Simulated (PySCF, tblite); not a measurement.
# C₆H₅ClF radical: geometry, infrared bands and EPR parameters

Wanted: the infrared bands and EPR parameters of C₆H₅ClF radical (`FC1=CC=CC[C]1Cl`), by calculation.

The runs use tblite 0.8.0 and PySCF 2.14.0, with density-fitted response routines of our own; the level of theory stands in each step. All values are computed, except where a source is named. Atoms count from 0, in the outputs and in this text.

## Step 1: Starting geometry

13 atoms, charge 0, multiplicity 2; geometry from: force field or distance geometry start.

Bonds of the start (Å): F0–C1 1.34, C1–C2 1.36, C2–C3 1.43, C3–C4 1.35, C4–C5 1.52, C5–C6 1.50, C6–Cl7 1.71, C6–C1 1.43, C2–H8 1.08, C3–H9 1.09, C4–H10 1.08, C5–H11 1.10, C5–H12 1.09.

## Step 2: Geometry optimisation with GFN2-xTB

What the job is given:

```
{"job": {"kind": "relax", "xc": "GFN2-xTB", "basis": "xTB"}, "charge": 0, "multiplicity": 2}
F      0.032400     2.745900    -0.485300
C      0.085600     1.425700    -0.263200
C      1.296000     0.818800    -0.177100
C      1.402800    -0.590100     0.056900
C      0.306500    -1.358300     0.235300
C     -1.099300    -0.795700     0.164200
C     -1.130900     0.685100    -0.094900
Cl    -2.652200     1.457600    -0.181300
H      2.199900     1.398800    -0.305200
H      2.395100    -1.029800     0.118900
H      0.407000    -2.424200     0.410300
H     -1.599700    -1.016200     1.118700
H     -1.647600    -1.317100    -0.615200
```

Run with:

```console
$ OMP_NUM_THREADS=1 python probes_run.py task.json out
```

This one command runs all jobs of the session in turn.

**Question.** This job is followed by: GFN2-xTB harmonic vibrations, gas phase; UKS B3LYP, pcH-1 on C Cl F H, non-relativistic, mean-field spin-orbit, GIAO. What will the session give for the following? strongest single infrared mode (GFN2-xTB); zero-point energy (GFN2-xTB); g(iso) (B3LYP); ⟨S²⟩; largest a(iso) (averaged by class); potential on the surface of density 0.002 e/bohr³, 1st and 99th percentile.

The runs gave:

| quantity | value |
| --- | --- |
| strongest single infrared mode (GFN2-xTB) | 1515 cm⁻¹, 80 km/mol |
| zero-point energy (GFN2-xTB) | 55.9 kcal/mol |
| g(iso) (B3LYP) | 2.00369 |
| ⟨S²⟩ | 0.785 (exact 0.75) |
| largest a(iso) (averaged by class) | 1H on H11, H12, 149.1 MHz |
| potential on the surface of density 0.002 e/bohr³, 1st and 99th percentile | -0.90 V and 1.08 V |

Relaxing lowered the energy by 0.140 eV in 12 steps; the close pair that moved most is C1–C6, from 1.434 to 1.365 Å. No mode is imaginary among the 33: a minimum at this level. The strongest single mode, at 1515 cm⁻¹, is carried by C6, C1, C2, C4. Unscaled tight-binding wavenumbers are off by several per cent, some by more. Its intensities can rank the bands wrongly. The largest spin populations lie on C2 (0.54 e), C4 (0.42 e), C6 (0.40 e). The isotropic g lies 1.4 ppt above the free-electron value. The conformer search found further structures of the same energy, which may be mirror or relabelled copies of this one.
